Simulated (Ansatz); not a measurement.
# Sc: how the settings move a relaxation

Aim: see which settings change the result for Sc, by how much, and at what cost.

Computed with Ansatz 0.2.0 (reference: DFT, PBEsol, PAW with Ansatz's default frozen-core files, scalar-relativistic; relaxation of cell and atoms, unless a step's input says otherwise).

## Step 1: The structure to begin with

Symmetry: P6_3/mmc, No. 194, hexagonal system. The conventional cell has a = 3.275 Å, b = 3.275 Å, c = 5.106 Å, α = 90.00°, β = 90.00°, γ = 120.00°. Sc (site symmetry -6m2) is surrounded by 12 Sc at 3.18 to 3.28 Å.

As a file:

```cif
data_structure
_symmetry_space_group_name_H-M 'P 1'
_symmetry_Int_Tables_number 1
_cell_length_a 3.2753
_cell_length_b 3.2753
_cell_length_c 5.1059
_cell_angle_alpha 90.000
_cell_angle_beta 90.000
_cell_angle_gamma 120.000
_cell_volume 47.44
loop_
_atom_site_label
_atom_site_type_symbol
_atom_site_fract_x
_atom_site_fract_y
_atom_site_fract_z
_atom_site_occupancy
Sc1 Sc 0.33333 0.66667 0.25000 1
Sc2 Sc 0.66667 0.33333 0.75000 1
```

## Step 2: Reference

input.yaml reads:

```yaml
crystal:
  lattice:
    - [3.27530413641, 0.0, 0.0]
    - [-1.63765206821, 2.83649658725, 0.0]
    - [0.0, 0.0, 5.10589256314]
  atoms:
    - { symbol: Sc, position: [0.333333333333, 0.666666666667, 0.25] }
    - { symbol: Sc, position: [0.666666666667, 0.333333333333, 0.75] }
kpoints:
  mp_grid: { grid: [14, 14, 8] }
scf:
  occupations: { method: fermi_dirac, width: 0.1 }
hamiltonian:
  xc: pbesol
  pseudopotentials: { kind: paw }
relax:
  f_tol: 0.002
  max_steps: 80
  cell: { p_target: 10 }
output:
  forces: true
  stress: true
  write_density: true
  write_potential: true
  elf: true
  volumetric_format: npy
```

Run with:

```bash
> ansatz run input.yaml --threads 1 --pin off --max-ram 2560MiB --backend cpu --events-out ev --progress --plain --runs-dir out
```

Excerpt of the output:

```text
[...]
Basis set: ecut = 420 eV, 953 PW (Γ), exchange–correlation on 48×48×72 points (8 copies of the dense FFT grid, shifted against one another)
[...]
k-points: 120 of 1568
[...]
SCF iter   1: F=—  HF=-4222.804217 eV  |F-HF|=—  |Δ(HF+E_count)|=         —  Δρ=4.27e-3  dr2=8.18e-3  ethr=1.77e-3  ⟨swp⟩=3.1  Hψ=7428  notcnv=0
preconditioner: auto → none  [metal: Δε(μ)=0.007 eV  Ē_g=2.580 eV  σ=0.100 eV  W_gap=0.02  n_scr=8 (ndim 8)  ℏωp=13.2 eV  f_vac=0.000  D(μ)=3.75/eV (n_scr^D=36)  sad-step TF]
SCF iter   2: F=—  HF=-4222.801515 eV  |F-HF|=—  |Δ(HF+E_count)|=   2.70e-3  Δρ=2.09e-3  dr2=2.22e-3  ethr=3.72e-5  ⟨swp⟩=1.8  Hψ=3266  notcnv=0
[...]
relax step   1: F+E_penalty+E_count = -4222.80086619 eV  Δ(F+E_penalty+E_count) = +0.000e0 eV  max|allowed force component| = 4.163e-17 eV/Å  Δτ_max = 0.0000 Å  P = -0.003 GPa  Ω = 47.436 Å³  (6 SCF iters, dr2 threshold 1.00e-7 eV, accepted)
[...]
Basis set: ecut = 420 eV, 797 PW (Γ), exchange–correlation on 48×48×72 points (8 copies of the dense FFT grid, shifted against one another)
[...]
relax step   2: F+E_penalty+E_count = -4222.60412343 eV  Δ(F+E_penalty+E_count) = +1.967e-1 eV  max|allowed force component| = 8.327e-17 eV/Å  Δτ_max = 0.0000 Å  P = +10.695 GPa  Ω = 40.879 Å³  energy of the carried Pulay correction = +5.631e-4 eV  (6 SCF iter
[...]
relax step   3: F+E_penalty+E_count = -4222.62790827 eV  Δ(F+E_penalty+E_count) = -2.378e-2 eV  max|allowed force component| = 1.156e-16 eV/Å  Δτ_max = 0.0000 Å  P = +9.909 GPa  Ω = 41.244 Å³  energy of the carried Pulay correction = +5.279e-4 eV  (6 SCF iters
[...]
relax step   4: F+E_penalty+E_count = -4222.62584994 eV  Δ(F+E_penalty+E_count) = +2.058e-3 eV  max|allowed force component| = 1.804e-16 eV/Å  Δτ_max = 0.0000 Å  P = +9.976 GPa  Ω = 41.210 Å³  energy of the carried Pulay correction = +5.311e-4 eV  (6 SCF iters
[...]
relax step   5: F+E_penalty+E_count = -4222.62511640 eV  Δ(F+E_penalty+E_count) = +7.335e-4 eV  max|allowed force component| = 8.327e-17 eV/Å  Δτ_max = 0.0000 Å  P = +10.000 GPa  Ω = 41.198 Å³  energy of the carried Pulay correction = +5.323e-4 eV  (7 SCF iter
[...]
SCF iter   5: F=-4222.624577 eV  HF=-4222.624577 eV  |F-HF|=2.73e-12  |Δ(HF+E_count)|=  5.82e-11  Δρ=5.92e-8  dr2=5.42e-13  ethr=1.00e-12  ⟨swp⟩=1.0  Hψ=1800  notcnv=0
SCF iter   6: F=-4222.624577 eV  HF=-4222.624577 eV  |F-HF|=1.82e-12  |Δ(HF+E_count)|=  1.82e-12  Δρ=7.11e-9  dr2=8.59e-15  ethr=1.00e-12  ⟨swp⟩=2.9  Hψ=5670  notcnv=0
[...]
relax step   6: F+E_penalty+E_count = -4222.62457740 eV  Δ(F+E_penalty+E_count) = +5.390e-4 eV  max|allowed force component| = 1.573e-16 eV/Å  Δτ_max = 0.0000 Å  P = +9.997 GPa  Ω = 41.198 Å³  stress off target by 4.99e-3 GPa  SCF on the basis re-selected at t
[...]
SCF converged after 6 iterations
Free energy (F): -4222.624577 eV
[...]
E sigma→0 (E₀):  -4222.571336 eV
[...]
Fermi energy:    11.347687 eV
[...]
  P = ⅓ Tr σ = 9.9968 GPa (99.968 kbar)
[...]
--- Relaxed structure (5 steps of the walk, 5 accepted, 1 SCFs on fresh bases) ---
[...]
```

It took 12 s on 1 thread of Intel Xeon 6975P-C (Granite Rapids), shared host; peak memory 0.42 GiB.

## Step 3: Changed: dr2_threshold 1.0e-06

input.yaml, as its differences from that of step 2:

```diff
@@ -12,2 +12,3 @@
   occupations: { method: fermi_dirac, width: 0.1 }
+  convergence: { dr2_threshold: 1.0e-06 }
 hamiltonian:
@@ -22,5 +23 @@
   stress: true
-  write_density: true
-  write_potential: true
-  elf: true
-  volumetric_format: npy
```

Run with:

```bash
> ansatz run input.yaml --threads 1 --pin off --max-ram 2560MiB --backend cpu --events-out ev --progress --plain --runs-dir out
```

Standard output (excerpt; [...] marks lines left out):

```text
Warning: scf.convergence.dr2_threshold = 1e-6 eV is looser than this run's default, which is 1e-7 eV or tighter. The error in the forces grows as the threshold's square root, so leave the key out unless less accurate forces are enough
Warning: relax.cell: scf.convergence.dr2_threshold = 1e-6 eV is looser than the 2e-10 eV advised for a relaxation that steers and ends on the stress (1e-10 eV for each atom of the cell: 2). What an SCF threshold leaves in a stress goes as its square root, and in the free energy as the [...]
Pseudopotentials: kind: paw
Pseudopotential: Sc, paw, valence charge 11, recommended cutoff 420 eV (normal), Sc.paw.azcp
Functional definition: PBEsol
[...]
Crystal: 2 atoms, lattice volume = 47.436 Å³
Basis set: ecut = 420 eV, 953 PW (Γ), exchange–correlation on 48×48×72 points (8 copies of the dense FFT grid, shifted against one another)
Bands: 15, of which v1, the nominal top of the filled ones, is band 11 counted from 1 (10 counted from 0)
Symmetry: 24 space group operations
Space group: P63/mmc (ITA 194), of the structure as read, at distance tolerance 3.6e-5 Å
k-points: 120 of 1568
[...]
SCF iter   1: F=—  HF=-4222.804217 eV  |F-HF|=—  |Δ(HF+E_count)|=         —  Δρ=4.27e-3  dr2=8.18e-3  ethr=1.77e-3  ⟨swp⟩=3.1  Hψ=7428  notcnv=0
[...]
relax step   1: F+E_penalty+E_count = -4222.80086619 eV  Δ(F+E_penalty+E_count) = +0.000e0 eV  max|allowed force component| = 4.163e-17 eV/Å  Δτ_max = 0.0000 Å  P = -0.003 GPa  Ω = 47.436 Å³  (6 SCF iters, accepted)
[...]
relax step   5: F+E_penalty+E_count = -4222.62511644 eV  Δ(F+E_penalty+E_count) = +7.335e-4 eV  max|allowed force component| = 1.434e-16 eV/Å  Δτ_max = 0.0000 Å  P = +10.000 GPa  Ω = 41.198 Å³  energy of the carried Pulay correction = +5.323e-4 eV  (6 SCF iters, accepted)
[...]
relax step   6: F+E_penalty+E_count = -4222.62457744 eV  Δ(F+E_penalty+E_count) = +5.390e-4 eV  max|allowed force component| = 1.850e-16 eV/Å  Δτ_max = 0.0000 Å  P = +9.997 GPa  Ω = 41.198 Å³  stress off target by 4.99e-3 GPa  SCF on the basis re-selected at this cell (its energy is not [...]
SCF converged after 6 iterations
Free energy (F): -4222.624577 eV
[...]
E sigma→0 (E₀):  -4222.571336 eV
Entropy (-TS):   -0.106482 eV (-53.241 meV/atom)
Fermi energy:    11.347687 eV
[...]
--- Forces (eV/Å), atoms counted from 1 ---
  atom   1  Sc     0.00000000    -0.00000000     0.00000000
  atom   2  Sc     0.00000000     0.00000000     0.00000000
[...]
--- Stress (GPa, compression-positive) ---
        9.997645      -0.000000       0.000000
       -0.000000       9.997645       0.000000
        0.000000       0.000000       9.995005
  P = ⅓ Tr σ = 9.9968 GPa (99.968 kbar)
--- Relaxed structure (5 steps of the walk, 5 accepted, 1 SCFs on fresh bases) ---
  F+E_penalty+E_count = -4222.62457744 eV   max|allowed force component| = 1.850e-16 eV/Å   (the final SCF, on the basis selected at the relaxed cell)
  cell:  # Å, volume = 41.1978 Å³
    - [3.131246070511669, 2.7598844858743913e-12, 0.0]
    - [-1.5656230352582245, 2.711738642561925, 0.0]
    - [0.0, 0.0, 4.851872589394951]
  atoms:
    - { symbol: Sc, position: [0.33333333333333337, 0.6666666666666667, 0.24999999999999997] }
    - { symbol: Sc, position: [0.6666666666666667, 0.33333333333333337, 0.7499999999999999] }
```

Wall time 11 s (1 thread of Intel Xeon 6975P-C (Granite Rapids), shared host); peak memory 0.42 GiB.

With the changed convergence setting the energy agrees within 0.5 meV/atom.

## Step 4: Changing settings: starting moments, lower_state_search off, xc pbe, spin_polarized true

input.yaml reads:

```yaml
crystal:
  lattice:
    - [3.27530413641, 0.0, 0.0]
    - [-1.63765206821, 2.83649658725, 0.0]
    - [0.0, 0.0, 5.10589256314]
  atoms:
    - { symbol: Sc, position: [0.333333333333, 0.666666666667, 0.25], spin: -4.0 }
    - { symbol: Sc, position: [0.666666666667, 0.333333333333, 0.75], spin: 1.0 }
kpoints:
  mp_grid: { grid: [14, 14, 8] }
scf:
  occupations: { method: fermi_dirac, width: 0.1 }
  lower_state_search: "off"
hamiltonian:
  xc: pbe
  pseudopotentials: { kind: paw }
relax:
  f_tol: 0.002
  max_steps: 80
  cell: { p_target: 10 }
output:
  forces: true
  stress: true
magnetization:
  spin_polarized: true
```

Run with:

```bash
> ansatz run input.yaml --threads 1 --pin off --max-ram 2560MiB --backend cpu --events-out ev --progress --plain --runs-dir out
```

Standard output (excerpt; [...] marks lines left out):

```text
[...]
Pseudopotentials: kind: paw
Pseudopotential: Sc, paw, valence charge 11, recommended cutoff 420 eV (normal), Sc.paw.azcp
Functional definition: PBE
[...]
Crystal: 2 atoms, lattice volume = 47.436 Å³
Basis set: ecut = 420 eV, 953 PW (Γ), exchange–correlation on 48×48×72 points (8 copies of the dense FFT grid, shifted against one another)
Bands: 18, of which v1, the nominal top of the filled ones, is band 11 counted from 1 (10 counted from 0)
Symmetry: 12 space group operations
Space group: P-6m2 (ITA 187), of the structure as read, at distance tolerance 3.6e-5 Å
Magnetic group: BNS 187.209 (UNI 1439), of the structure as read, at distance tolerance 3.6e-5 Å
k-points: 120 of 1568 (time reversal used)
[...]
Starting moments: Σ|m| = 5 μB on 2 of 2 sites
[...]
SCF iter   1: F=—  HF=-4269.061493 eV  |F-HF|=—  |Δ(HF+E_count)|=         —  Δρ=1.25e-1 (↑1.25e-1 ↓1.17e-1)  dr2=4.49e-1  dr2_m=6.31e0  M=-1.262 μB ∫|m|=1.567 μB  β_m=0.30  ethr=2.04e-3  ⟨swp⟩=1.0  Hψ=23769  notcnv=0
[...]
WARN: the starting moments were not kept: the SCF closed with an absolute magnetisation of 3.3e-5 μB, where they sum to 5 μB in size (2 sites). That is at most 0.1 of that sum. Measured as dr2_m measures the in/out step, that magnetisation stands 1.1e-10 eV from none, at or under the [...]
Free energy (F): -4271.493856 eV
[...]
E sigma→0 (E₀):  -4271.438890 eV
Entropy (-TS):   -0.109931 eV (-54.965 meV/atom)
Fermi energy:    10.997267 eV
[...]
--- Forces (eV/Å), atoms counted from 1 ---
  atom   1  Sc    -0.00000000    -0.00000000     0.00000000
  atom   2  Sc     0.00000000     0.00000000     0.00000000
[...]
--- Stress (GPa, compression-positive) ---
        9.995939       0.000000       0.000000
       -0.000000       9.995939       0.000000
        0.000000       0.000000       9.991766
  P = ⅓ Tr σ = 9.9945 GPa (99.945 kbar)
--- Relaxed structure (5 steps of the walk, 5 accepted, 1 SCFs on fresh bases) ---
  F+E_penalty+E_count = -4271.49385584 eV   max|allowed force component| = 7.401e-17 eV/Å   (the final SCF, on the basis selected at the relaxed cell)
  cell:  # Å, volume = 42.7022 Å³
    - [3.1663953338593216, 2.7908649859867657e-12, 0.0]
    - [-1.5831976669320778, 2.742178797545286, 0.0]
    - [0.0, 0.0, 4.918014557364374]
  atoms:
    - { symbol: Sc, position: [0.33333333333333337, 0.6666666666666669, 0.25] }
    - { symbol: Sc, position: [0.6666666666666669, 0.3333333333333334, 0.7500000000000001] }
```

Wall time 84 s (1 thread of Intel Xeon 6975P-C (Granite Rapids), shared host); peak memory 0.57 GiB.

Total energies don't compare across a change of functional; the final volume goes from 41.20 to 42.70 Å³. The spin polarisation and search for lower states changed too.

## Step 5: Side by side

| run | ending | energy change | pressure (GPa) | gap (eV) | force (eV/Å) | cycles | time |
| --- | --- | --- | --- | --- | --- | --- | --- |
| reference | converged | 0 | 10.0 | 0.00 | 0.00 | 37 | 12 s |
| 1: dr2_threshold 1.0e-06 | converged | 0.0 meV/atom | 10.0 | 0.00 | 0.00 | 36 | 11 s |
| 2: starting moments, lower_state_search off, xc pbe, spin_polarized true | converged | not comparable | 10.0 | 0.00 | 0.00 | 82 | 84 s |

Times don't compare one to one where runs were asked for different outputs or read a saved state (see the inputs); cycles may leave out searches for a lower state.

«dr2_threshold 1.0e-06» leaves the energy as it was. Of the variants the dearest is «starting moments, lower_state_search off, xc pbe, spin_polarized true» (84 s), the cheapest «dr2_threshold 1.0e-06» (11 s), on a shared host.
